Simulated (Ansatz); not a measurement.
# CHIN: the cost of one run

Program: Ansatz 0.2.0. Level of theory: the levels named in each step. These are calculated values, not measurements.

### Step 1. The system as given

Bond lengths: C1–N2 1.137 Å, C1–H4 1.061 Å. Angles: N2–C1–H4 179.9°.

Structure file:

```xyz
4

C    -0.4840    2.0868   -2.4082
N    -0.6371    3.0013   -3.0661
I     0.1188   -0.5386    0.5806
H    -0.3411    1.2345   -1.7934
```

### Step 2. A rough first relaxation, PBE-D4/def2-SVP

This run stands in another session on the same molecule. It ended at:

```xyz
4

C    -0.4840    2.1274   -2.3915
N    -0.6561    2.9283   -3.2235
I     0.1198   -0.6510    0.5409
H    -0.3231    1.3794   -1.6130
```

### Step 3. Relaxation, HF/def2-SVP

input.yaml

```yaml
crystal:
  periodic: [false, false, false]
  atoms:
    - { symbol: C, position_ang: [-0.48399434, 2.12741405, -2.39149114] }
    - { symbol: "N", position_ang: [-0.65605525, 2.92827837, -3.2234744] }
    - { symbol: I, position_ang: [0.11977329, -0.6510365, 0.54092322] }
    - { symbol: H, position_ang: [-0.3230837, 1.37941407, -1.61304768] }
magnetization:
  spin_polarized: true
  initial_magnetization: 1
basis:
  gaussian: { orbitals: def2-SVP }
hamiltonian:
  xc: hf
relax:
  f_tol: 0.002
  max_steps: 150
```

The run is started by

```
> ansatz run input.yaml --threads 2 --pin off --max-ram 5120MiB --backend cpu --events-out ev --progress --plain --runs-dir out
```

What time and memory should one allow on 2 threads of Intel Xeon at 2.50GHz (Skylake/Cascade Lake), shared host?

About 57 s, with a peak of 0.18 GiB.
